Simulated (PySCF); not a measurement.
# C3H10OSn (SnHMe2(OMe)): the cost of one run

Programs: PySCF 2.14.0, with density-fitted response routines of our own. Each step states its level of theory. These are calculated values for one molecule in the gas phase, unless marked as measured. Atoms count from 0, in the outputs and in this text.

### Step 1. The molecule as given

15 atoms, charge 0, multiplicity 1; geometry from: GFN2-xTB. The atoms were then displaced at random by about 0.03 Å, so the start is not that level's minimum.

Bonds of the start (Å): Sn0–H1 1.71, Sn0–C2 2.08, Sn0–C6 2.24, Sn0–O10 2.01, C2–H3 1.06, C2–H4 1.11, C2–H5 1.13, C6–H7 1.11, C6–H8 1.15, C6–H9 1.07, O10–C11 1.39, C11–H12 1.02, C11–H13 1.14, C11–H14 1.08.

### Step 2. Relaxing the molecule at PBE0-D3(BJ)/def2-SVP

What the job is given:

```
{"job": {"xc": "PBE0", "basis": "def2-SVP", "d3": "d3bj", "grid": 1, "maxiter": 40, "shake": 0.03, "kind": "geom"}, "charge": 0, "multiplicity": 1}
Sn     0.183450     0.533750     0.446600
H      0.251920     0.751530     2.138330
C      1.987140     0.088590    -0.493430
H      1.986770    -0.088420    -1.534890
H      2.453530    -0.814450    -0.036660
H      2.738670     0.926640    -0.361020
C     -0.986870     2.179600    -0.523740
H     -0.397610     3.122040    -0.569650
H     -1.949500     2.371570     0.065840
H     -1.249820     1.856630    -1.505380
O     -1.152840    -0.933420     0.105810
C     -0.943080    -2.241820     0.517580
H     -0.118460    -2.656590     0.093360
H     -1.851420    -2.802500     0.114270
H     -0.984640    -2.369280     1.586970
```

Command:

```sh
$ OMP_NUM_THREADS=1 python probes_run.py task.json out
```

One launch serves the whole session: the jobs run in the order shown.

Q: Estimate the wall time and peak memory of this first job on 1 thread of Arm Neoverse V1, shared host.

About 65 s, with a peak of 0.49 GiB.
